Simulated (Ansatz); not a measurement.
Crystal: AgRh.

```
CELL_PARAMETERS angstrom
2.77759 0.00000 0.00000
-1.38879 2.40546 0.00000
0.00000 0.00000 4.80860
ATOMIC_POSITIONS crystal
Ag 0.00000 0.00000 0.50000
Rh 0.66667 0.33333 0.00000
```

The cell comes from a database or a generator and needn't be the stable form of this composition.

Below is the output of Ansatz 0.2.0 for this cell. Logs are shortened: lines on timing, memory, paths and dates and some standing lists are left out, and cuts for length are marked.

```text
Warning: the checks of this Ag dataset prove no rule for summing its radial tables, as where they were carried onto another mesh than they were made on, and Gregory's rule is taken, under which a leading mesh point left out moves its sums only by what lay on the interval it spanned. That does not make them correct, and they differ from Quantum ESPRESSO's on this file; a re-export a fraction of a mesh step off can move them. hamiltonian.pseudopotentials.radial_quadrature: simpson_from_first_knot sums it by `pw.x`'s rule; on a PAW file no value gives `pw.x`'s numbers. What more to know: hamiltonian.pseudopotentials.radial_quadrature, in the input reference
Warning: the checks of this Rh dataset prove no rule for summing its radial tables, as where they were carried onto another mesh than they were made on, and Gregory's rule is taken, under which a leading mesh point left out moves its sums only by what lay on the interval it spanned. That does not make them correct, and they differ from Quantum ESPRESSO's on this file; a re-export a fraction of a mesh step off can move them. hamiltonian.pseudopotentials.radial_quadrature: simpson_from_first_knot sums it by `pw.x`'s rule; on a PAW file no value gives `pw.x`'s numbers. What more to know: hamiltonian.pseudopotentials.radial_quadrature, in the input reference
Warning: RAYON_NUM_THREADS=2 ignored (pool sized by the plan → 2); use --threads N
scf.n_extra_bands = 6 over 14 filled bands (N_el = 28.0): the run solves 20 bands
Engine: ansatz 0.2.0, x86_64-unknown-linux-gnu
Pseudopotentials: kind: paw
Pseudopotential: Ag, paw, valence charge 11, recommended cutoff 1380 eV (normal), Ag.paw.azcp
Pseudopotential: Rh, paw, valence charge 17, recommended cutoff 2100 eV (normal), Rh.paw.azcp
Functional definition: PBEsol
  exchange = pbesol_x
  correlation = pbesol_c
Crystal: 2 atoms, lattice volume = 32.128 Å³
Basis set: ecut = 2100 eV, 7025 PW (Γ), exchange–correlation on 90×90×144 points (8 copies of the dense FFT grid, shifted against one another)
Bands: 20, of which v1, the nominal top of the filled ones, is band 14 counted from 1 (13 counted from 0)
Symmetry: 12 space group operations
Space group: P-6m2 (ITA 187), of the structure as read, at distance tolerance 3.2e-5 Å
k-points: 64 of 726 (time reversal used)
Non-local potential: Ag, projectors of the file, l = 0: 2, l = 1: 2, l = 2: 2
Non-local potential: Rh, projectors of the file, l = 0: 2, l = 1: 2, l = 2: 2
PAW form: soft (Blöchl's): semilocal exchange-correlation on the pseudo side does not see the compensation charge
PAW frozen core: Ag, regenerated for the run's functional, and the local potential with it (the file was generated under x = pbe(κ = 0.804, μ = 0.2195149727645171), c = pbe(β = 0.06672455060314922))
PAW frozen core: Rh, regenerated for the run's functional, and the local potential with it (the file was generated under x = pbe(κ = 0.804, μ = 0.2195149727645171), c = pbe(β = 0.06672455060314922))
[... 14 lines left out ...]
SCF 1 converged in 8 iterations: F = -11099.104421 eV  dr2 = 4.16e-8
  greatest PAW one-centre occupation: 0.997 electrons in one spin orbital (limit 2), on the Rh atom at site 1 (counted from 0), in its partial waves of l = 0
NSCF: frozen V_eff on 129 k-points
SCF converged after 8 iterations
Free energy (F): -11099.104421 eV
Harris-Foulkes:  -11099.104421 eV  (|F-HF|=1.14e-8)
Internal energy: -11099.079273 eV  (E = F + TS)
E sigma→0 (E₀):  -11099.091847 eV
Entropy (-TS):   -0.025148 eV (-12.574 meV/atom)
Fermi energy:    15.967936 eV
--- Per-component energies (eV) ---
  E_band       = -44.206476
  E_kinetic    = 681.508940
  E_local      = -2535.110702  (includes V_loc(G=0)·N_el)
  E_nonlocal   = 871.558549
  E_hartree    = 818.346700
  E_xc         = -467.926079
  E_vxc        = -285.857767  (∫ρ·V_xc dr)
  E_paw        = -7189.327112  (= ΣΔE_a)
  E_vpaw       = -412.999492  (= ΣTr[D̂ρ^β])
  E_aug_tail   = 0.000025  (compensation charges beyond the density's cutoff)
  E_ewald      = -3278.555755
  E_core_change = 0.426161  (= ΣΔE_core)
  E_smearing   = -0.025148  (= −TS)
  E_closure    = -0.000000  (closes the sum)
  Σ components = -11099.104421   (vs F -11099.104421, Δ=0.00e0)
--- Forces (eV/Å), atoms counted from 1 ---
  atom   1  Ag     0.00000000    -0.00000000    -0.00000000
  atom   2  Rh     0.00000000     0.00000000     0.00000000
  max |Σ_I F_I| component: 3.70e-17 eV/Å
--- Stress (GPa, compression-positive) ---
      -10.550155       0.000000      -0.000000
        0.000000     -10.550155      -0.000000
       -0.000000      -0.000000     -10.559660
  P = ⅓ Tr σ = -10.5533 GPa (-105.533 kbar)
--- Band table (eV; the first three rows and the last of 64) ---
  k-point 0: bands = ["-61.8736", "-29.6318", "-29.6318", "-29.6301", "8.7458", "10.2505", "11.7523", "11.7523", "12.7369", "12.9271", "12.9271", "14.1870", "14.1870", "16.0833", "16.1095", "16.1095", "21.2779", "32.7140", "33.3866", "35.2454"]
  k-point 1: bands = ["-61.8736", "-29.6318", "-29.6318", "-29.6304", "8.9388", "10.2979", "11.7429", "11.7429", "12.6509", "12.9065", "12.9065", "14.2336", "14.2336", "15.2183", "16.1022", "16.1022", "22.5254", "32.1263", "33.3328", "34.9940"]
  k-point 2: bands = ["-61.8735", "-29.6318", "-29.6318", "-29.6311", "9.4056", "10.4663", "11.7255", "11.7255", "12.3180", "12.8646", "12.8646", "13.9512", "14.3302", "14.3302", "16.0833", "16.0833", "25.0606", "30.6094", "32.9070", "34.2957"]
  k-point 63: bands = ["-61.8184", "-29.9482", "-29.8711", "-29.5695", "11.0181", "11.2931", "11.6079", "11.6213", "12.0419", "13.5263", "14.0465", "14.5030", "14.8575", "16.0073", "20.8010", "22.2309", "23.0721", "24.2154", "24.7010", "25.6999"]
```

Write the input and the command behind it.

Band structure with PBEsol, no spin polarisation. The files as run (others can give the same):

input.yaml
```yaml
crystal:
  lattice:
    - [2.7775881998, 0.0, 0.0]
    - [-1.3887940999, 2.4054619423, 0.0]
    - [0.0, 0.0, 4.808602]
  atoms:
    - { symbol: Ag, position: [0.0, 0.0, 0.5] }
    - { symbol: Rh, position: [0.6666666667, 0.3333333333, 0.0] }
hamiltonian:
  xc: pbesol
  pseudopotentials: { kind: paw, source: jth, xc_functional: pbe }
kpoints:
  mp_grid: { grid: [11, 11, 6] }
  band_path:
    path:
      - [[0.0, 0.0, 0.0], [0.5, 0.0, 0.0], [0.3333333333, 0.3333333333, 0.0], [0.0, 0.0, 0.0], [0.0, 0.0, 0.5], [0.5, 0.0, 0.5], [0.3333333333, 0.3333333333, 0.5], [0.0, 0.0, 0.5]]
      - [[0.5, 0.0, 0.5], [0.5, 0.0, 0.0]]
      - [[0.3333333333, 0.3333333333, 0.0], [0.3333333333, 0.3333333333, 0.5]]
    npoints: 14
scf:
  occupations: { method: fermi_dirac, width: 0.05 }
  n_extra_bands: 6
output:
  forces: true
  stress: true
  eigenvalues: true
  fatbands: false
```

Potentials or basis: JTH PAW.
Launch:
```sh
$ ansatz run input.yaml --threads 2 --pin off --max-ram 5632MiB --backend cpu --events-out ev --progress --plain --runs-dir out
```
